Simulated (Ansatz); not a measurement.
# F3HSn, SMILES [F][SnH]([F])[F]: a rigid scan of one bond length

Computed with Ansatz's Python interface.

`f3hsn.py`
```python
"""Potential curve of F3HSn along one bond."""

import warnings

import ansatz as az
from ase import Atoms
import numpy as np

BASIS_SET = "def2-SVP"
XC = "HF"

warnings.simplefilter("ignore", az.DeckWarning)

atoms = Atoms(["F", "Sn", "F", "F", "H"], positions=[
    [-0.2612, -0.5928, 1.8365],
    [0.0266, -0.0072, -0.0103],
    [-0.7924, 1.7441, -0.338],
    [-0.6827, -1.2888, -1.2288],
    [1.7596, 0.0711, -0.3007],
])
geometry = az.Crystal.molecule_from_ase(atoms)

symbols = [site.symbol for site in geometry.cartesian_sites]
start = np.array([site.position_ang for site in geometry.cartesian_sites])
axis = (start[3] - start[1]) / np.linalg.norm(start[3] - start[1])
moving = [3]
lengths, energies = [1.62, 1.75, 1.91, 2.1, 2.38, 2.86, 3.43, 4.19], []
for length in lengths:
    xyz = start.copy()
    xyz[moving] += (length - np.linalg.norm(start[3] - start[1])) * axis
    point = az.Crystal.molecule()
    for symbol, place in zip(symbols, xyz):
        point = point.atom(symbol, place.tolist())
    model = (
        point.calculation()
        .basis(gaussian=BASIS_SET)
        .functional(XC)
        .accuracy("medium")
        .scf(lower_state_search="standard")
    )
    rep = model.run().report
    energies.append(rep["free_energy_ev"])
    print(f"r = {length:6.3f} A  E = {energies[-1]:.5f} eV  <S^2> = {abs(rep['mean_field']['state']['spin_squared']):.3f}")

print("energy above the lowest point (eV):", [round(e - min(energies), 3) for e in energies])
```

```console
$ python f3hsn.py
r =  1.620 A  E = -13931.84144 eV  <S^2> = 0.000
r =  1.750 A  E = -13933.27288 eV  <S^2> = 0.000
r =  1.910 A  E = -13933.65662 eV  <S^2> = 0.000
r =  2.100 A  E = -13933.17426 eV  <S^2> = 0.000
r =  2.380 A  E = -13931.84512 eV  <S^2> = 0.000
r =  2.860 A  E = -13929.57343 eV  <S^2> = 0.000
r =  3.430 A  E = -13927.59305 eV  <S^2> = 0.000
r =  4.190 A  E = -13925.96740 eV  <S^2> = 0.000
energy above the lowest point (eV): [1.815, 0.384, 0.0, 0.482, 1.812, 4.083, 6.064, 7.689]
```

Reading the output:
- The settings weren't tested for convergence.
- The rest of the molecule is held rigid at a force-field or estimated start geometry, and the basis set is modest; single-reference methods fail as a bond breaks.
- def2 sets replace the cores of elements past krypton by effective core potentials.
- Hartree-Fock leaves correlation out, so bond, atomisation and ionisation energies come out well too low.
- The orbitals are restricted, so S² is zero by construction.
- Toward dissociation an unrestricted state can lie under the restricted one, by tenths of an eV for polar bonds under a functional and by 1 to 2 eV or more for others.
- Hardware and time: 5.7 s on 1 thread of Arm Neoverse V2, on a shared host, peak memory 0.2 GiB.
